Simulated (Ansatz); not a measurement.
# Zr3BC4: the cost of one run

Method: DFT PBE, scalar-relativistic, plane waves, PAW, in Ansatz 0.2.0.

### Step 1. The starting structure

Symmetry: Pm-3m, No. 221, cubic system. Conventional cell: a = 5.139 Å, b = 5.139 Å, c = 5.139 Å, α = 90.00°, β = 90.00°, γ = 90.00°. Zr (site symmetry 4/mmm) has 6 C at 2.57 Å as nearest neighbours. Around B (site symmetry m-3m) lie 6 C at 2.57 Å. C (site symmetry 4/mmm) has 4 Zr at 2.57 Å and 2 B at 2.57 Å as nearest neighbours. C (site symmetry m-3m) has 6 Zr at 2.57 Å as nearest neighbours.

As a file:

```cif
data_structure
_symmetry_space_group_name_H-M 'Pm-3m'
_symmetry_Int_Tables_number 221
_cell_length_a 5.1390
_cell_length_b 5.1390
_cell_length_c 5.1390
_cell_angle_alpha 90.000
_cell_angle_beta 90.000
_cell_angle_gamma 90.000
_cell_volume 135.72
loop_
_atom_site_label
_atom_site_type_symbol
_atom_site_symmetry_multiplicity
_atom_site_Wyckoff_symbol
_atom_site_fract_x
_atom_site_fract_y
_atom_site_fract_z
_atom_site_occupancy
Zr1 Zr 3 c 0.00000 0.50000 0.50000 1
B1 B 1 a 0.00000 0.00000 0.00000 1
C1 C 3 d 0.50000 0.00000 0.00000 1
C2 C 1 b 0.50000 0.50000 0.50000 1
```

A structure generator made this guess: random cell by space group and Wyckoff sites (Pm-3m, No. 221). The dimensions are guesses.

### Step 2. Probe: one point on a coarse mesh

Input file input.yaml:

```yaml
crystal:
  lattice:
    - [5.13897441, 0.0, 0.0]
    - [0.0, 5.13897441, 0.0]
    - [0.0, 0.0, 5.13897441]
  atoms:
    - { symbol: Zr, position: [0.0, 0.5, 0.5] }
    - { symbol: Zr, position: [0.5, 0.0, 0.5] }
    - { symbol: Zr, position: [0.5, 0.5, 0.0] }
    - { symbol: B, position: [0.0, 0.0, 0.0] }
    - { symbol: C, position: [0.5, 0.0, 0.0] }
    - { symbol: C, position: [0.0, 0.5, 0.0] }
    - { symbol: C, position: [0.0, 0.0, 0.5] }
    - { symbol: C, position: [0.5, 0.5, 0.5] }
basis:
  ecutwfc: 420
kpoints:
  mp_grid: { grid: [4, 4, 4] }
hamiltonian:
  xc: pbe
scf:
  occupations: { method: gaussian, width: 0.1 }
  lower_state_search: "off"
output:
  forces: true
  stress: true
  eigenvalues: true
```

On the command line:

```console
$ ansatz run input.yaml --threads 1 --pin off --max-ram 2048MiB --backend cpu --events-out ev --progress --plain --runs-dir out
```

Q: Estimate wall time and peak memory on 1 thread of Arm Neoverse V1, shared host.

About 3.5 s, with a peak of 0.37 GiB.
